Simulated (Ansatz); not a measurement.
# CH5FO2Si: small, medium and large basis sets

One table from this session's results is given with a row withheld; the runs are named, their logs left out.

Program: Ansatz 0.2.0, Gaussian basis. Level of theory: one geometry, several basis sets. These are calculated values, not measurements.

Levels to be run: PBE0-D4/def2-SVP; ωB97M-V/def2-SVP; PBE0-D4/def2-QZVPP; ωB97M-V/def2-QZVPP; the functionals' def2-TZVPP values are taken from earlier runs.

### The geometry

An earlier PBE0-D4 in a triple-zeta def2 set relaxation fixed the geometry.

10 atoms, charge 0, spin multiplicity 1.

Atoms are counted from 1 here; the program's logs count them from 0.

Bond lengths: C1–O2 1.412 Å, C1–H6 1.095 Å, C1–H7 1.094 Å, C1–H8 1.091 Å, O2–Si3 1.623 Å, Si3–O4 1.619 Å, Si3–F5 1.595 Å, Si3–H9 1.471 Å, O4–H10 0.958 Å. Angles: O2–C1–H6 111.2°, O2–C1–H7 111.3°, O2–C1–H8 108.1°, H6–C1–H7 108.9°, H6–C1–H8 108.5°, H7–C1–H8 108.8°, C1–O2–Si3 125.5°, O2–Si3–O4 108.8°, O2–Si3–F5 107.9°, O2–Si3–H9 114.0°, O4–Si3–F5 111.4°, O4–Si3–H9 108.0°, F5–Si3–H9 106.8°, Si3–O4–H10 118.6°.

The first run:

File in.yaml:

```yaml
crystal:
  periodic: [false, false, false]
  atoms:
    - {symbol: C, position_ang: [-1.550653, 0.308928, -0.318848]}
    - {symbol: O, position_ang: [-0.455687, -0.500485, 0.056691]}
    - {symbol: Si, position_ang: [1.106947, -0.069829, -0.026500]}
    - {symbol: O, position_ang: [1.998650, -1.188945, 0.731432]}
    - {symbol: F, position_ang: [1.258949, 1.360106, 0.664184]}
    - {symbol: H, position_ang: [-1.539491, 0.516648, -1.393830]}
    - {symbol: H, position_ang: [-1.548296, 1.258014, 0.224916]}
    - {symbol: H, position_ang: [-2.467757, -0.230985, -0.080373]}
    - {symbol: H, position_ang: [1.617108, 0.064998, -1.399175]}
    - {symbol: H, position_ang: [1.663330, -1.569648, 1.544602]}
basis:
  gaussian: {orbitals: def2-SVP}
hamiltonian: {xc: pbe0, dispersion: d4}
output: {orbitals: {seedname: orbitals}}
```

Steps of the session up to this table: PBE0-D4 in def2-SVP; ωB97M-V in def2-SVP; PBE0-D4 in def2-QZVPP; ωB97M-V in def2-QZVPP.

One of the session's tables, all rows but one given; the rest of the session is left out.

It belongs to the step «Functionals by basis». 

```
functional       basis  HOMO (eV)  LUMO (eV)
   PBE0-D4    def2-SVP      -8.58       1.58
   PBE0-D4  def2-TZVPP      -8.73       0.87
   PBE0-D4  def2-QZVPP          ?          ?
   ωB97M-V    def2-SVP     -10.98       3.30
   ωB97M-V  def2-TZVPP     -11.15       2.37
   ωB97M-V  def2-QZVPP     -11.19       1.73
```

Estimate the missing values for PBE0-D4, def2-QZVPP.

As computed: HOMO (eV): -8.77; LUMO (eV): 0.50. In the column «HOMO (eV)» it lies between ωB97M-V, def2-SVP (-10.98) and PBE0-D4, def2-TZVPP (-8.73).
